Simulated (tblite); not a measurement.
# C4H9F3GaP: the cost of one run

Computed with tblite 0.8.0 and PySCF 2.14.0, with density-fitted response routines of our own, on a single molecule in the gas phase. Atoms count from 0, in the outputs and in this text.

## 1. Starting geometry

18 atoms, charge 0, multiplicity 1; geometry from: force field or distance geometry start.

Bonds of the start (Å): C0–P1 1.81, P1–Ga2 2.28, P1–C3 1.85, C3–C4 1.47, C4–C5 1.53, C5–F6 1.39, C5–F7 1.39, C5–F8 1.39, C4–P1 1.85, C0–H9 1.10, C0–H10 1.12, C0–H11 1.12, Ga2–H12 1.61, Ga2–H13 1.62, Ga2–H14 1.62, C3–H15 1.09, C3–H16 1.11, C4–H17 1.11.

## 2. Optimising the geometry with GFN2-xTB

What the job is given:

```
{"job": {"kind": "relax", "xc": "GFN2-xTB", "basis": "xTB"}, "charge": 0, "multiplicity": 1}
C     -1.784200    -1.515900     0.353300
P     -0.539900    -0.203800     0.277500
Ga    -1.277400     1.953900     0.177000
C      0.485200    -0.465800    -1.245600
C      1.197100    -0.781800    -0.000900
C      2.273700     0.210400     0.442200
F      1.962300     1.526900     0.134700
F      2.449800     0.106000     1.817000
F      3.476300    -0.116300    -0.172600
H     -1.308700    -2.493300     0.541700
H     -2.345400    -1.549000    -0.610600
H     -2.508200    -1.299000     1.178500
H     -0.582400     2.829500     1.337500
H     -0.917100     2.575600    -1.269900
H     -2.886300     1.987200     0.384000
H      0.769800     0.467100    -1.742700
H      0.175000    -1.360800    -1.818200
H      1.351600    -1.864600     0.205500
```

Started as:

```
OMP_NUM_THREADS=1 python probes_run.py task.json out
```

The driver reads the jobs from task.json and runs them one after another.

Q: Estimate the wall time of this first job on 1 thread of Arm Neoverse V1, shared host.

About 2.3 s.
